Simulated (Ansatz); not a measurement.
# Cl4Fe: the cost of one run

Method: the levels named in each step, in Ansatz 0.2.0.

## (1) The system as given

Bond lengths: Cl1–Fe2 2.175 Å, Fe2–Cl3 2.175 Å, Fe2–Cl4 2.176 Å, Fe2–Cl5 2.175 Å. Angles: Cl1–Fe2–Cl3 109.5°, Cl1–Fe2–Cl4 109.5°, Cl1–Fe2–Cl5 109.5°, Cl3–Fe2–Cl4 109.4°, Cl3–Fe2–Cl5 109.5°, Cl4–Fe2–Cl5 109.4°.

Coordinates:

```xyz
5

Cl   -1.1098   -0.0082    1.8706
Fe    0.0002    0.0002    0.0005
Cl    1.7890   -1.2187    0.2123
Cl   -1.2461   -0.8130   -1.5865
Cl    0.5667    2.0403   -0.4971
```

## (2) A rough first relaxation, PBE-D4/def2-SVPD

The input, input.yaml:

```yaml
crystal:
  periodic: [false, false, false]
  atoms:
    - { symbol: Cl, position_ang: [-1.10979, -0.00817, 1.87063] }
    - { symbol: Fe, position_ang: [0.00019, 0.00024, 0.00049] }
    - { symbol: Cl, position_ang: [1.78904, -1.2187, 0.21229] }
    - { symbol: Cl, position_ang: [-1.24614, -0.813, -1.58654] }
    - { symbol: Cl, position_ang: [0.56667, 2.04028, -0.49708] }
magnetization:
  spin_polarized: true
  initial_magnetization: 5
total_charge: -1
basis:
  gaussian: { orbitals: def2-SVPD }
hamiltonian:
  xc: pbe
  dispersion: d4
relax:
  f_tol: 0.03
  max_steps: 200
```

Launch:

```
$ ansatz run input.yaml --threads 4 --pin off --max-ram 10240MiB --backend cpu --events-out ev --progress --plain --runs-dir out
```

**Question.** How long does this run take on 4 threads of Intel Xeon Platinum 8375C at 2.90GHz (Ice Lake), shared host, and how much memory does it need?

About 11 s, with a peak of 0.32 GiB.
